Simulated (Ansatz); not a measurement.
# BGeH (singlet): from Hartree-Fock to the top rungs, cc-pVTZ

An exercise on one series of results from a longer session: the logs are not shown, and one member is left open.

Computed with Ansatz 0.2.0, Gaussian basis. Level: cc-pVTZ, core rule «outside noble gas», up to 15 orbitals frozen.

Plan: UHF; CCSD(T) on RHF; CCSD(T) on UHF; BCCD(T) on RHF; CCSDT(Q) on RHF; CCSDT(Q) on UHF; CASSCF and MRCISD+Q, 8 electrons in 9 orbitals; CASSCF and NEVPT4(SD), 8 electrons in 9 orbitals; CASSCF and NEVPT2, 8 electrons in 9 orbitals.

4 further runs of the same task are left out: 4 set aside as unsound or not needed.

## What is computed

The geometry is a PBE0/def2-TZVP stationary point (not a proven minimum) of the parent state, kept for this charge and spin. No spin-orbit coupling is included. The filled d shell of Ge may be among the frozen orbitals whatever the setting's name suggests; the logs give the count.

3 atoms, charge 0, spin multiplicity 1.

Atoms are counted from 1 here; the program's logs count them from 0.

Bond lengths: Ge1–B2 1.940 Å, B2–H3 1.189 Å. Angles: Ge1–B2–H3 180.0°.

Set-up of the first run:

Contents of in.yaml:

```yaml
crystal:
  periodic: [false, false, false]
  atoms:
    - {symbol: Ge, position_ang: [0.000000, 0.000000, 1.689721]}
    - {symbol: B, position_ang: [0.000000, 0.000000, -0.250601]}
    - {symbol: H, position_ang: [0.000000, 0.000000, -1.439120]}
basis:
  gaussian: {orbitals: cc-pVTZ}
magnetization: {spin_polarized: true, initial_magnetization: 0}
hamiltonian: {xc: hf}
output: {orbitals: {seedname: orbitals}}
```

Run with:

```sh
ansatz run in.yaml --threads 1 --pin off --events-out ev --progress --plain --max-ram 4096MiB --backend cpu
```

Among the steps run: UHF; CCSD(T) on RHF; CCSD(T) on UHF; BCCD(T) on RHF; CCSDT(Q) on RHF; CCSDT(Q) on UHF; CASSCF and MRCISD+Q, 8 electrons in 9 orbitals; CASSCF and NEVPT4(SD), 8 electrons in 9 orbitals; CASSCF and NEVPT2, 8 electrons in 9 orbitals.

One of the session's tables, all rows but one given; the rest of the session is left out.

| method | from RCCSDT(Q) (kcal/mol) |
| --- | --- |
| RHF | +134.92 |
| UHF | +114.05 |
| RMP2 | +30.13 |
| UMP2 | +18.28 |
| RCCSD | ? |
| UCCSD | -0.14 |
| RCCSD(T) | +3.95 |
| UCCSD(T) | -6.05 |
| BCCD(T) | +3.95 |
| RCCSDT | +1.74 |
| UCCSDT | -9.83 |
| RCCSDT(Q) | 0 |
| UCCSDT(Q) | -11.69 |
| CASSCF valence | +77.35 |
| NEVPT2 valence | +22.34 |
| NEVPT4(SD) valence | +6.26 |
| MRCISD valence | +8.29 |
| MRCISD+Q valence | +3.89 |

Estimate the missing values for RCCSD.

As computed: from RCCSDT(Q) (kcal/mol): +10.18. In the column «from RCCSDT(Q) (kcal/mol)» it lies between MRCISD valence (+8.29) and UMP2 (+18.28).

Caveats from the session: The determinant is far from a pure spin state, so its energy mixes those of several spin states (harmless only where they are near-degenerate, as at dissociation). The report flags that the cluster equations may have other roots. The program flags UCCSD(T), RCCSDT(Q), UCCSDT(Q) as in doubt, so the zero of the table is itself unsure. Warnings: restricted reference is unstable; spin contamination. Restricted and unrestricted rows rest on different reference determinants; where their highest levels disagree by more than a few hundredths of an eV, they describe different states and don't form one ladder.
